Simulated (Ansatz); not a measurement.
What does this script print? It uses the Ansatz DFT code, driven from Python.

Script `cdhg3.py`:
```python
# -*- coding: utf-8 -*-
"""Keys set on an Input object, for CdHg3."""

import ansatz as az
import pandas as pd

SETTINGS = {
    "functional": "pbesol",
    "vdw": "d4",
    "cutoff_ev": 470,
    "occupations": "fermi_dirac",
    "width_ev": 0.05,
}

structure = (
    az.Lattice.from_parameters(5.19423, 5.19423, 5.19423, alpha=60.0, beta=60.0, gamma=60.0)
    .atom("Cd", (0.0, 0.0, 0.0))
    .atom("Hg", (0.25, 0.25, 0.25))
    .atom("Hg", (0.75, 0.75, 0.75))
    .atom("Hg", (0.5, 0.5, 0.5))
)

setup = (
    structure.calculation()
    .functional(SETTINGS["functional"], dispersion=SETTINGS["vdw"])
    .basis(SETTINGS["cutoff_ev"])
    .kpoints(5, center="gamma")
    .occupations(SETTINGS["occupations"], width=SETTINGS["width_ev"])
    .band_table()
)
typed = setup.input()
rows = []
for value in [2, 6, 12]:
    edited = typed.set(az.key.scf.n_extra_bands, value)
    summary = az.Session.from_dict(edited).plan().execute().report
    rows.append((value, summary["free_energy_ev"], summary["n_iterations"], len(summary["eigenvalues_ev"][0]) if "eigenvalues_ev" in summary else 0))
print(pd.DataFrame(rows, columns=["extra bands", "F eV", "iterations", "bands listed"]).round(4).to_string(index=False))
print(edited.to_yaml())
```

```console
$ python cdhg3.py
 extra bands       F eV  iterations  bands listed
           2 -49188.876           7            42
           6 -49188.876           7            46
          12 -49188.876           7            52
crystal:
  lattice:
    a: 5.19423
    b: 5.19423
    c: 5.19423
    alpha: 60.0
    beta: 60.0
    gamma: 60.0
  atoms:
    - { symbol: Cd, position: [0.0, 0.0, 0.0] }
    - { symbol: Hg, position: [0.25, 0.25, 0.25] }
    - { symbol: Hg, position: [0.75, 0.75, 0.75] }
    - { symbol: Hg, position: [0.5, 0.5, 0.5] }
basis:
  ecutwfc: 470.0
kpoints:
  mp_grid:
    grid: [5, 5, 5]
    shift: [0.0, 0.0, 0.0]
hamiltonian:
  xc: pbesol
  dispersion: d4
scf:
  occupations:
    method: fermi_dirac
    width: 0.05
  n_extra_bands: 12
output:
  eigenvalues: true
```

Reading the output:
- Total energies depend on the potentials; only differences at equal settings carry meaning. A total without «per atom» is that of the cell as typed.
- Dispersion corrections can be off by several per cent in the lattices of metals, and by several GPa in the pressure at a fixed cell.
- For a metal this k-point mesh is coarse: on a finer one energies can move by several to tens of meV an atom and pressures by half a GPa or more, differences at one mesh by less.
- Spin-orbit coupling, which matters for elements this heavy, is left out.
- This cell is a computed structure, which may not be the phase found in nature.
- Timing: 7.1 s on 1 thread of Arm Neoverse V2, on a shared host, peak memory 0.5 GiB.

(A comment or docstring line of the script was reworded after the run, the code is as it ran; lines on the test bed's own set-up are left out of the output.)
